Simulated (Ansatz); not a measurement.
CsLiCr2Te2S3:

```
Cs Li Cr Te S
1.0
     6.10792   -0.01886    0.00581
    -2.28822    5.93151    0.00333
    -1.38462   -2.19395    7.56260
Cs Li Cr Te S
1 1 2 2 3
Direct
  0.06348 0.10178 0.99394
  0.57026 0.58143 0.57403
  0.07801 0.50138 0.57990
  0.43162 0.02972 0.53722
  0.54458 0.76732 0.28198
  0.01143 0.65932 0.29902
  0.77800 0.37133 0.70773
  0.39402 0.82508 0.74875
  0.19605 0.23009 0.48646
```

The cell was built by a generator and needn't be a form met in nature.

Base run:

```yaml
Program: Ansatz 0.2.0
Functional: PBEsol
Potentials_or_basis: Ansatz PAW
Cutoff: 420 eV
Density_cutoff: 1680 eV
k_mesh: 5 × 5 × 4
Occupations: fermi-dirac, width 0.05 eV
Spin: collinear spin, ferromagnetic start
Starting_moments: "[0.0, 0.0, 3.0, 3.0, 0.0, 0.0, 0.0, 0.0, 0.0] μB"
```

Its results: band gap on the k mesh none (metal or under the smearing width); pressure -1.9 GPa; net moment 5.37 μB per cell; site moments Cs +0.00; Li +0.00; Cr +2.19, +2.59; Te -0.06, -0.09; S -0.04, -0.06, -0.08 μB; largest force 0.347 eV/Å.

Problem. The run is repeated on the same cell with these changes: functional from PBEsol to PBE; potentials or basis from Ansatz PAW to SPMS NC; cutoff from 420 eV to 871 eV; density cutoff from 1680 eV to 3483 eV. What comes out?

Solution. Band gap on the k mesh none (metal or under the smearing width); pressure 0.2 GPa; net moment 5.49 μB per cell; site moments Cs +0.00; Li +0.00; Cr +2.28, +2.67; Te -0.05, -0.09; S -0.05, -0.08, -0.09 μB; largest force 0.084 eV/Å.

Caveats: only a ferromagnetic start was run, and an antiferromagnetic order may lie lower in energy; the PAW data sets come from PBE, with cores solved anew for the run's functional, which leaves a small shift of forces and pressure (some runs).

Not every run made on this cell is shown here.
